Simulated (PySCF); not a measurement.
**NaGa⁺: changing the method**

What do other methods print for NaGa⁺?

Method: each script names its method and basis; program: PySCF 2.14.0.

## 1. Where the work starts

NaGa⁺: 2 atoms, charge 1, spin multiplicity 2.

Bond lengths: Na1–Ga2 2.880 Å.

## 2. Base script

The input, input.py:

```python
from pyscf import gto, scf, mp

mol = gto.M(
    atom='Na 0 0 0; Ga 0 0 2.88',
    basis='crenbl',
    ecp={'Na': 'crenbl', 'Ga': 'crenbl'},
    charge=1,
    spin=1,
    verbose=3,
)
mf = scf.UHF(mol)
mf.kernel()
mp.MP2(mf).kernel()
mf.dip_moment()
print('orbital energies (hartree):', [e[max(0, n-3):n+3].round(4) for e, n in zip(mf.mo_energy, mol.nelec)])
```

Started as:

```
> python input.py
```

The log of this run is left out.

In short: E(SCF) = -124.809743 Eh, E(MP2) − E(SCF) = -0.42924 Eh, ⟨S²⟩ = 0.758.

The bond length is a typed value, not an optimised one. The dipole of an ion depends on the origin.

## 3. Stability test

Variant 1 changes step after the SCF: mp2 → stability.

The input, input.py:

```python
from pyscf import gto, scf

mol = gto.M(
    atom='Na 0 0 0; Ga 0 0 2.88',
    basis='crenbl',
    ecp={'Na': 'crenbl', 'Ga': 'crenbl'},
    charge=1,
    spin=1,
    verbose=3,
)
mf = scf.UHF(mol)
mf.kernel()
mf.stability(internal=True, external=True)
mf.dip_moment()
print('orbital energies (hartree):', [e[max(0, n-3):n+3].round(4) for e, n in zip(mf.mo_energy, mol.nelec)])
```

Started as:

```
> python input.py
```

## 4. Polarisability

Variant 2 changes step after the SCF: mp2 → polarizability.

input.py, as its differences from that of step 2:

```diff
@@ -1,2 +1,3 @@
-from pyscf import gto, scf, mp
+from pyscf import gto, scf
+from pyscf.prop.polarizability import uhf as pol
 
@@ -12,3 +13,4 @@
 mf.kernel()
-mp.MP2(mf).kernel()
+print('polarizability (a.u.)')
+print(pol.Polarizability(mf).polarizability().round(4))
 mf.dip_moment()
```

## 5. B3lyp5 (UKS)

Variant 3 changes functional: none (Hartree–Fock) → b3lyp5; SCF type: UHF → UKS; step after the SCF: mp2 → analyze.

input.py, as its differences from that of step 2:

```diff
@@ -1,2 +1,2 @@
-from pyscf import gto, scf, mp
+from pyscf import gto, dft
 
@@ -10,5 +10,5 @@
 )
-mf = scf.UHF(mol)
+mf = dft.UKS(mol, xc='b3lyp5')
 mf.kernel()
-mp.MP2(mf).kernel()
+mf.mulliken_pop()
 mf.dip_moment()
```

What does the calculation give? Wanted: for each run, E(SCF); from base; after the SCF.

**Answer**, as computed:

| run | E(SCF) (hartree) | from base (eV) | after the SCF |
| --- | --- | --- | --- |
| base | -124.809743 | 0 | MP2 correlation -11.680 eV |
| stability test | -124.809743 | 0.0000 | stable |
| polarisability | -124.809743 | 0.0000 | mean α 49.6 bohr³ |
| b3lyp5 (UKS) | -127.334661 | not comparable | n/a |

What this shows: A lower total energy from another functional means nothing by itself.
